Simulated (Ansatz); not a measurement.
**AlH3OS2: two geometries relaxed**

Aim: relax the geometries before and after the reaction (1,2-elimination), and see whether they are two minima and how far apart in energy. Meant to form: H4–S2; to break: Al1–S2, H4–S3. The start is a guess near the saddle point, from which both ends are pulled out.

Program: Ansatz 0.2.0. Level of theory: RKS r2SCAN-D4/cc-pVDZ. These are calculated values, not measurements.

## Step 1: The structure to begin with

Bond lengths: Al1–S2 2.640 Å, Al1–S3 2.134 Å, Al1–O5 1.631 Å, S2–H6 1.333 Å, O5–H7 0.948 Å. Angles: Al1–S2–H6 91.2°, S2–Al1–S3 91.8°, S2–Al1–O5 115.3°, S3–Al1–O5 152.9°, Al1–O5–H7 176.9°.

Coordinates:

```xyz
7

Al   -0.7380    0.0370   -0.0690
S     1.8804   -0.0499   -0.3966
S    -0.8988   -2.0831   -0.2466
H     0.7517   -1.4388   -0.5199
O    -1.3658    1.5295    0.1274
H     2.0559   -0.4111    0.8743
H    -1.6854    2.4164    0.2303
```

## Step 2: A restrained relaxation towards end A

Springs on the bonds that form and break draw the guess towards this end; the thresholds are loose.

Input file input.yaml:

```yaml
crystal:
  periodic: [false, false, false]
  atoms:
    - { symbol: Al, position_ang: [-0.738, 0.037, -0.069] }
    - { symbol: S, position_ang: [1.8804, -0.0499, -0.3966] }
    - { symbol: S, position_ang: [-0.8988, -2.0831, -0.2466] }
    - { symbol: H, position_ang: [0.7517, -1.4388, -0.5199] }
    - { symbol: O, position_ang: [-1.3658, 1.5295, 0.1274] }
    - { symbol: H, position_ang: [2.0559, -0.4111, 0.8743] }
    - { symbol: H, position_ang: [-1.6854, 2.4164, 0.2303] }
basis:
  gaussian: { orbitals: cc-pVDZ }
hamiltonian:
  xc: r2scan
  dispersion: d4
relax:
  f_tol: 0.15
  max_steps: 25
  restrain:
    - { distance: [3, 1], at: 2.66, k: 30.0 }
    - { distance: [0, 1], at: 2.26, k: 30.0 }
    - { distance: [3, 2], at: 1.36, k: 30.0 }
```

Command:

```
$ ansatz run input.yaml --threads 2 --pin off --max-ram 3072MiB --backend cpu --events-out ev --progress --plain --runs-dir out
```

What it wrote, cut to the lines that bear on the results:

```text
Warning: RAYON_NUM_THREADS=2 ignored (pool sized by the plan → 2); use --threads N
[...]
Functional definition: r2SCAN
[...]
1064 factors; their error is unknown
[...]
mean field -30362.69881219 eV, -1115.8086007714 hartree, gradient 1.6e-5 eV, S^2 0.000000; 0 other end points of the search recorded, 0 dependent functions left out
[...]
reference -30362.69882337 eV, -1115.8086011825 hartree; 28, 28 occupied and 55, 55 virtual orbitals, 1064 factors
relax step   1: F+E_penalty+E_count = -30362.73924476 eV  Δ(F+E_penalty+E_count) = +0.000e0 eV  max|allowed force component| = 1.867e0 eV/Å  E_restraint = 16.22890395 eV  max|allowed force component, restraints' pulls added| = 2.895e1 eV/Å  Δτ_max = 0.0000 Å  (29 SCF iters, accepted)
[...]
relax step   3: F+E_penalty+E_count = -30363.68311908 eV  Δ(F+E_penalty+E_count) = -5.122e-1 eV  max|allowed force component| = 1.566e0 eV/Å  E_restraint = 1.56291491 eV  max|allowed force component, restraints' pulls added| = 7.540e0 eV/Å  Δτ_max = 0.1987 Å  (31 SCF iters, accepted)
[...]
relax step   5: F+E_penalty+E_count = -30364.14019340 eV  Δ(F+E_penalty+E_count) = -8.057e-2 eV  max|allowed force component| = 5.799e-1 eV/Å  E_restraint = 0.00058543 eV  max|allowed force component, restraints' pulls added| = 5.386e-1 eV/Å  Δτ_max = 0.1414 Å  (32 SCF iters, accepted)
[...]
relax step   9: F+E_penalty+E_count = -30364.31715727 eV  Δ(F+E_penalty+E_count) = -5.625e-2 eV  max|allowed force component| = 5.149e-1 eV/Å  E_restraint = 0.00871951 eV  max|allowed force component, restraints' pulls added| = 6.204e-2 eV/Å  Δτ_max = 0.1531 Å  (29 SCF iters, accepted)
  distance H 3 - S 1 = 2.6789 Å
  distance Al 0 - S 1 = 2.2457 Å
  distance H 3 - S 2 = 1.3643 Å
1064 factors; their error is unknown
mean field -30364.27654240 eV, -1115.8665812874 hartree, gradient 1.6e-5 eV, S^2 0.000000; 1 other end points of the search recorded, 0 dependent functions left out
[...]
reference -30364.27655349 eV, -1115.8665816949 hartree; 28, 28 occupied and 55, 55 virtual orbitals, 1064 factors
Total energy: -30364.31716836 eV, -1115.8680742638 hartree
Atom 0 at    -0.435236     0.186259    -0.070586 Å, force     0.376160     0.083276    -0.011578 eV/Å
Atom 1 at     1.789166     0.485809    -0.145167 Å, force    -0.207471     0.436572     0.084116 eV/Å
Atom 2 at    -0.812506    -1.951237    -0.220930 Å, force    -0.113754    -0.003647     0.027470 eV/Å
Atom 3 at     0.527883    -1.856985    -0.457008 Å, force    -0.122631    -0.514854    -0.116177 eV/Å
Atom 4 at    -1.637755     1.414327     0.004891 Å, force     0.062038     0.007448     0.032174 eV/Å
Atom 5 at     1.961063    -0.597114     0.651338 Å, force     0.042725    -0.024108     0.018663 eV/Å
Atom 6 at    -1.392616     2.318941     0.237363 Å, force    -0.037067     0.015314    -0.034669 eV/Å
Dipole moment:     0.127531     0.209965     0.159687 e Å
```

It took 32 s on 2 threads of Arm Neoverse V1, shared host; peak memory 0.15 GiB.

The steps of the relaxation:

```csv
step,energy from step 1 (eV),largest force component (eV/Å)
1,0.0000,1.8670
2,-0.4317,2.1220
3,-0.9439,1.5661
4,-1.3204,0.6326
5,-1.4009,0.5799
6,-1.4711,0.7670
7,-1.4797,0.9144
8,-1.5217,0.5841
9,-1.5779,0.5149
```

Step 1 is the start. Energies and forces in the table leave out the springs, which the log lists apart; the run stops on the force with the springs' pull added.

After: Bond lengths: Al1–S2 2.246 Å, Al1–S3 2.176 Å, S3–H4 1.364 Å, Al1–O5 1.720 Å, S2–H6 1.355 Å, O5–H7 0.966 Å. Angles: Al1–S2–H6 90.0°, S2–Al1–S3 107.5°, S2–Al1–O5 126.8°, S3–Al1–O5 125.7°, Al1–S3–H4 76.9°, Al1–O5–H7 120.1°.

Pairs that crossed the distance rule for bonds on the way: came closer S3–H4.

## Step 3: Relaxing end A

It starts where the restrained run ended.

Input file input.yaml:

```yaml
crystal:
  periodic: [false, false, false]
  atoms:
    - { symbol: Al, position_ang: [-0.435236, 0.186259, -0.070586] }
    - { symbol: S, position_ang: [1.789166, 0.485809, -0.145167] }
    - { symbol: S, position_ang: [-0.812506, -1.951237, -0.22093] }
    - { symbol: H, position_ang: [0.527883, -1.856985, -0.457008] }
    - { symbol: O, position_ang: [-1.637755, 1.414327, 0.004891] }
    - { symbol: H, position_ang: [1.961063, -0.597114, 0.651338] }
    - { symbol: H, position_ang: [-1.392616, 2.318941, 0.237363] }
basis:
  gaussian: { orbitals: cc-pVDZ }
hamiltonian:
  xc: r2scan
  dispersion: d4
relax:
  f_tol: 0.03
  max_steps: 50
```

Command:

```
$ ansatz run input.yaml --threads 2 --pin off --max-ram 3072MiB --backend cpu --events-out ev --progress --plain --runs-dir out
```

What it wrote, cut to the lines that bear on the results:

```text
Warning: RAYON_NUM_THREADS=2 ignored (pool sized by the plan → 2); use --threads N
[...]
[... 1 set-up line as earlier in the session ...]
[...]
1064 factors; their error is unknown
[...]
mean field -30364.27652051 eV, -1115.8665804831 hartree, gradient 6.0e-5 eV, S^2 0.000000; 0 other end points of the search recorded, 0 dependent functions left out
[...]
reference -30364.27653154 eV, -1115.8665808881 hartree; 28, 28 occupied and 55, 55 virtual orbitals, 1064 factors
relax step   1: F+E_penalty+E_count = -30364.31713538 eV  Δ(F+E_penalty+E_count) = +0.000e0 eV  max|allowed force component| = 5.150e-1 eV/Å  Δτ_max = 0.0000 Å  (28 SCF iters, accepted)
[...]
relax step   3: F+E_penalty+E_count = -30364.49430348 eV  Δ(F+E_penalty+E_count) = -4.908e-2 eV  max|allowed force component| = 3.469e-1 eV/Å  Δτ_max = 0.1620 Å  (30 SCF iters, accepted)
[...]
mean field -30364.52458270 eV, -1115.8756966001 hartree, gradient 7.6e-5 eV, S^2 0.000000; 1 other end points of the search recorded, 0 dependent functions left out
[...]
reference -30364.52459386 eV, -1115.8756970104 hartree; 28, 28 occupied and 55, 55 virtual orbitals, 1064 factors
Total energy: -30364.56457270 eV, -1115.8771662058 hartree
Atom 0 at    -0.319703     0.202865    -0.021846 Å, force    -0.022458     0.008535     0.009293 eV/Å
Atom 1 at     1.776101     0.804789     0.291983 Å, force     0.019152    -0.021699     0.002495 eV/Å
Atom 2 at    -0.969779    -1.867527    -0.352781 Å, force     0.018172     0.009294    -0.003603 eV/Å
Atom 3 at     0.300620    -2.345161    -0.361173 Å, force    -0.012424    -0.004359     0.001882 eV/Å
Atom 4 at    -1.584136     1.370910    -0.016959 Å, force    -0.004365    -0.010016    -0.002542 eV/Å
Atom 5 at     2.236363    -0.472416     0.296640 Å, force    -0.007129     0.023481    -0.004564 eV/Å
Atom 6 at    -1.439466     2.306540     0.164036 Å, force     0.009053    -0.005236    -0.002961 eV/Å
Dipole moment:     0.294920     0.058065     0.056641 e Å
```

Run time: 35 s. Hardware: 2 threads of Arm Neoverse V1, shared host; peak memory 0.15 GiB.

Step by step:

```csv
step,energy from step 1 (eV),largest force component (eV/Å)
1,0.0000,0.5150
2,-0.1281,0.5064
3,-0.1772,0.3469
4,-0.2088,0.5520
5,-0.2297,0.3056
6,-0.2426,0.0910
7x,-0.2342,0.2334
8,-0.2463,0.0142
9,-0.2467,0.1453
10,-0.2474,0.0235
```

Step 1 is the start. 1 step was tried and not accepted (marked x).

After: Bond lengths: Al1–S2 2.203 Å, Al1–S3 2.195 Å, S3–H4 1.357 Å, Al1–O5 1.721 Å, S2–H6 1.358 Å, O5–H7 0.964 Å. Angles: Al1–S2–H6 93.8°, S2–Al1–S3 124.1°, S2–Al1–O5 120.9°, S3–Al1–O5 115.0°, Al1–S3–H4 93.2°, Al1–O5–H7 123.3°.

## Step 4: A restrained relaxation towards end B

Springs on the bonds that form and break draw the guess towards this end; the thresholds are loose.

Input file input.yaml:

```yaml
crystal:
  periodic: [false, false, false]
  atoms:
    - { symbol: Al, position_ang: [-0.738, 0.037, -0.069] }
    - { symbol: S, position_ang: [1.8804, -0.0499, -0.3966] }
    - { symbol: S, position_ang: [-0.8988, -2.0831, -0.2466] }
    - { symbol: H, position_ang: [0.7517, -1.4388, -0.5199] }
    - { symbol: O, position_ang: [-1.3658, 1.5295, 0.1274] }
    - { symbol: H, position_ang: [2.0559, -0.4111, 0.8743] }
    - { symbol: H, position_ang: [-1.6854, 2.4164, 0.2303] }
basis:
  gaussian: { orbitals: cc-pVDZ }
hamiltonian:
  xc: r2scan
  dispersion: d4
relax:
  f_tol: 0.15
  max_steps: 25
  restrain:
    - { distance: [3, 1], at: 1.36, k: 30.0 }
    - { distance: [0, 1], at: 3.56, k: 30.0 }
    - { distance: [3, 2], at: 2.66, k: 30.0 }
```

Command:

```
$ ansatz run input.yaml --threads 2 --pin off --max-ram 3072MiB --backend cpu --events-out ev --progress --plain --runs-dir out
```

What it wrote, cut to the lines that bear on the results:

```text
Warning: RAYON_NUM_THREADS=2 ignored (pool sized by the plan → 2); use --threads N
[...]
[... 1 set-up line as earlier in the session ...]
[...]
1064 factors; their error is unknown
[...]
mean field -30362.69881219 eV, -1115.8086007714 hartree, gradient 1.6e-5 eV, S^2 0.000000; 0 other end points of the search recorded, 0 dependent functions left out
[...]
reference -30362.69882337 eV, -1115.8086011825 hartree; 28, 28 occupied and 55, 55 virtual orbitals, 1064 factors
relax step   1: F+E_penalty+E_count = -30362.73924476 eV  Δ(F+E_penalty+E_count) = +0.000e0 eV  max|allowed force component| = 1.867e0 eV/Å  E_restraint = 26.79551074 eV  max|allowed force component, restraints' pulls added| = 3.150e1 eV/Å  Δτ_max = 0.0000 Å  (29 SCF iters, accepted)
[...]
relax step   9: F+E_penalty+E_count = -30362.50867779 eV  Δ(F+E_penalty+E_count) = -4.122e-2 eV  max|allowed force component| = 2.742e-1 eV/Å  E_restraint = 0.00110743 eV  max|allowed force component, restraints' pulls added| = 2.124e-1 eV/Å  Δτ_max = 0.1147 Å  (31 SCF iters, accepted)
[...]
relax step  10: F+E_penalty+E_count = -30362.54365032 eV  Δ(F+E_penalty+E_count) = -3.497e-2 eV  max|allowed force component| = 2.835e-1 eV/Å  E_restraint = 0.00081472 eV  max|allowed force component, restraints' pulls added| = 2.835e-1 eV/Å  Δτ_max = 0.2000 Å  (33 SCF iters, accepted)
[...]
relax step  11: F+E_penalty+E_count = -30362.56396433 eV  Δ(F+E_penalty+E_count) = -2.031e-2 eV  max|allowed force component| = 2.613e-1 eV/Å  E_restraint = 0.00178535 eV  max|allowed force component, restraints' pulls added| = 2.289e-1 eV/Å  Δτ_max = 0.1999 Å  (33 SCF iters, accepted)
  distance H 3 - S 1 = 1.3656 Å
  distance Al 0 - S 1 = 3.5513 Å
  distance H 3 - S 2 = 2.6636 Å
[...]
```

(Part 1 of 2 ends here.)
